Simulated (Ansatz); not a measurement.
Runs of Ansatz 0.2.0 on Cu3O2. The structure is tetragonal, space group I4/mmm (No. 139). The conventional cell has a = 4.046 Å, b = 4.046 Å, c = 7.347 Å, α = 90.00°, β = 90.00°, γ = 90.00°. Around Cu (site symmetry 4/mmm) lie 4 O at 2.02 Å. Cu (site symmetry -4m2) is surrounded by 2 O at 1.84 Å. O (site symmetry mmm) has 4 Cu at 1.84 to 2.02 Å as nearest neighbours. The cell comes from a database or a generator and needn't be the stable form of this composition.

```csv
level,cutoff (eV),gap on the mesh (eV),pressure (GPa)
LDA,420,none,(b)
RPBE,420,none,5.4
PBEsol,420,none,-6.2
BLYP,420,none,(a)
r2SCAN,500,none,-4.6
revPBE,420,none,4.1
```

Alike in all rows: task projected density of states; potentials or basis Ansatz PAW; no spin polarisation; cell as given; k mesh 9 × 9 × 9; smearing fermi-dirac 0.05 eV.

Task: Fill in the values left out.

Result: (a) 6.4; (b) -11.8.

Caveats: an odd number of electrons without spin polarisation forces a metal; a magnetic or distorted state may lie lower; the run has no spin polarisation, though such a crystal can be magnetic; semilocal functionals often make such compounds metallic where correlation or magnetic order opens a gap, which also shifts bond lengths; the PAW data sets come from PBE, with cores solved anew for the run's functional, which leaves a small shift of forces and pressure; the density of states is complete only up to the lowest level of the last band computed.

A gap of «none» marks a metal or a gap under the smearing width.

Runs at the PBE level aren't shown here.
